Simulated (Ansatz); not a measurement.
# CH7NOSi2: the cost of one run

All numbers below are computed with Ansatz 0.2.0 (RKS PBE0-D4/def2-SVP).

### 1 Starting point

Bond lengths: N1–C2 1.451 Å, C2–O3 1.437 Å, C2–Si4 1.842 Å, O3–Si4 1.667 Å, Si4–Si5 2.219 Å, N1–H6 0.951 Å, N1–H7 1.039 Å, C2–H8 1.124 Å, Si4–H9 1.561 Å, Si5–H10 1.492 Å, Si5–H11 1.483 Å, Si5–H12 1.448 Å. Angles (14 of 22 angles, heavy atoms first): N1–C2–O3 113.9°, N1–C2–Si4 126.0°, O3–C2–Si4 59.6°, C2–O3–Si4 72.3°, C2–Si4–O3 48.0°, C2–Si4–Si5 120.7°, O3–Si4–Si5 114.1°, N1–C2–H8 114.8°, O3–C2–H8 120.1°, Si4–C2–H8 111.8°, C2–N1–H6 114.0°, C2–N1–H7 107.1°, C2–Si4–H9 115.6°, O3–Si4–H9 103.9°.

Structure file:

```xyz
12

N    -0.5498   -0.7102    2.3940
C     0.0863   -0.5909    1.0958
O    -0.6620   -1.1864    0.0228
Si   -0.5083    0.4398   -0.3098
Si    0.8249    0.8923   -2.0248
H    -0.2959   -1.4881    2.8788
H    -1.5696   -0.8171    2.2263
H     1.2079   -0.6698    1.1117
H    -1.9624    0.9904   -0.1743
H     0.9282    2.3710   -2.1963
H     2.1903    0.4038   -1.7142
H     0.3875    0.3099   -3.2760
```

### 2 Relaxing end A

input.yaml reads:

```yaml
crystal:
  periodic: [false, false, false]
  atoms:
    - { symbol: "N", position_ang: [-0.5498, -0.7102, 2.394] }
    - { symbol: C, position_ang: [0.0863, -0.5909, 1.0958] }
    - { symbol: O, position_ang: [-0.662, -1.1864, 0.0228] }
    - { symbol: Si, position_ang: [-0.5083, 0.4398, -0.3098] }
    - { symbol: Si, position_ang: [0.8249, 0.8923, -2.0248] }
    - { symbol: H, position_ang: [-0.2959, -1.4881, 2.8788] }
    - { symbol: H, position_ang: [-1.5696, -0.8171, 2.2263] }
    - { symbol: H, position_ang: [1.2079, -0.6698, 1.1117] }
    - { symbol: H, position_ang: [-1.9624, 0.9904, -0.1743] }
    - { symbol: H, position_ang: [0.9282, 2.371, -2.1963] }
    - { symbol: H, position_ang: [2.1903, 0.4038, -1.7142] }
    - { symbol: H, position_ang: [0.3875, 0.3099, -3.276] }
basis:
  gaussian: { orbitals: def2-SVP }
hamiltonian:
  xc: pbe0
  dispersion: d4
relax:
  f_tol: 0.015
  max_steps: 40
```

Started as:

```
$ ansatz run input.yaml --threads 2 --pin off --max-ram 3072MiB --backend cpu --events-out ev --progress --plain --runs-dir out
```

Q: Estimate wall time and peak memory on 2 threads of Intel Xeon Platinum 8488C (Sapphire Rapids), shared host.

About 24 s, with a peak of 0.27 GiB.
